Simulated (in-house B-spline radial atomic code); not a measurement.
# Xe⁹⁺: binding energies from hole states

Aim: the cost of two holes at once in Xe⁹⁺, against the sum of the two single holes.

The numbers are computed with in-house B-spline radial atomic code version 1 (Dirac-Hartree-Fock, average of configuration, Fermi nucleus, basis-set limit), except any that are marked as measured or tabulated.

**1. Starting point**

```
element       : xenon (Z = 54)
charge        : +9
electrons     : 45
configuration : [Kr] 4d9
Hamiltonian   : Dirac-Coulomb
nucleus       : Fermi, rms radius 4.786 fm
```

The outer shells:

[Kr] 4d9
```
[Kr] core
4d [↑↓][↑↓][↑↓][↑↓][↑ ]
```

The boxes draw the filling by Hund's rule, which heavy ions in jj coupling don't follow; these runs average over all states of the configuration.

Settings of the run:

```ini
Z = 54
electrons = 45.0
configuration = [Kr] 4d9
hamiltonian = dirac
method = hf
spin_polarised = False
nucleus = fermi
rms_radius = 4.7859
mass_number = 132
atomic_mass = 131.90415508346
speed_of_light = 137.035999084
```

From the earlier run of the reference: total energy -7425.031863 hartree. Levels, eight at most:

```csv
orbital,occupation,energy (eV),<r> (bohr)
3p3/2,4,-1101.82,0.3063
3d3/2,4,-849.09,0.2778
3d5/2,6,-835.84,0.2814
4s1/2,2,-363.81,0.7110
4p1/2,2,-309.48,0.7365
4p3/2,4,-296.31,0.7601
4d3/2,3.6,-207.07,0.8292
4d5/2,5.4,-204.83,0.8380
```

Single holes known from earlier runs (ΔSCF): 1s 34837.8 eV, 2p3/2 4945.16 eV, 3s 1299.69 eV, 3p3/2 1090.66 eV, 3d5/2 823.46 eV, 4p1/2 307.43 eV, 4p3/2 294.43 eV.

**2. The 2p3/2 and 4p1/2 holes**

In configurations, a minus sign after the shell means j = l − 1/2 and a plus sign j = l + 1/2; the count of electrons follows.

Settings of the run:

```ini
Z = 54
electrons = 43.0
configuration = 1s2 2s2 2p-2 2p+3 3s2 3p6 3d10 4s2 4p-1 4p+4 4d9
hamiltonian = dirac
method = hf
spin_polarised = False
nucleus = fermi
rms_radius = 4.7859
mass_number = 132
atomic_mass = 131.90415508346
speed_of_light = 137.035999084
```

**3. The 3p3/2 and 4p3/2 holes**

The settings differ from step 2 so:

```diff
@@ -2,3 +2,3 @@
 electrons = 43.0
-configuration = 1s2 2s2 2p-2 2p+3 3s2 3p6 3d10 4s2 4p-1 4p+4 4d9
+configuration = 1s2 2s2 2p6 3s2 3p-2 3p+3 3d10 4s2 4p-2 4p+3 4d9
 hamiltonian = dirac
```

**4. The 2p3/2 and 3s holes**

The settings differ from step 3 so:

```diff
@@ -2,3 +2,3 @@
 electrons = 43.0
-configuration = 1s2 2s2 2p6 3s2 3p-2 3p+3 3d10 4s2 4p-2 4p+3 4d9
+configuration = 1s2 2s2 2p-2 2p+3 3s1 3p6 3d10 4s2 4p6 4d9
 hamiltonian = dirac
```

**5. The 1s and 3d5/2 holes**

The settings differ from step 4 so:

```diff
@@ -2,3 +2,3 @@
 electrons = 43.0
-configuration = 1s2 2s2 2p-2 2p+3 3s1 3p6 3d10 4s2 4p6 4d9
+configuration = 1s1 2s2 2p6 3s2 3p6 3d-4 3d+5 4s2 4p6 4d9
 hamiltonian = dirac
```

**6. The 1s and 1s holes**

The settings differ from step 5 so:

```diff
@@ -2,3 +2,3 @@
 electrons = 43.0
-configuration = 1s1 2s2 2p6 3s2 3p6 3d-4 3d+5 4s2 4p6 4d9
+configuration = 2s2 2p6 3s2 3p6 3d10 4s2 4p6 4d9
 hamiltonian = dirac
```

Q: What does each hole state cost in eV, and how does that compare with the orbital energies or single holes?

As calculated:

| two holes | ΔSCF (eV) | less the two single holes (eV) |
| --- | --- | --- |
| 2p3/2 and 4p1/2 | 5288.24 | 35.65 |
| 3p3/2 and 4p3/2 | 1415.44 | 30.35 |
| 2p3/2 and 3s | 6315.16 | 70.30 |
| 1s and 3d5/2 | 35736.3 | 75.12 |
| 1s and 1s | 70520.6 | 845.10 |

Two holes cost more than the sum of each, because the second electron leaves a more charged ion. The excess runs from 30.4 eV (3p3/2 and 4p3/2) to 845.1 eV (1s and 1s); it tends to be largest where both holes are compact. Two partly filled shells share a symmetry and can mix in the average, which may lower the energy, in these hole states: 3p3/2 and 4p3/2; 1s and 3d5/2; 3d5/2. Values are for the free ion, measured from the vacuum level.
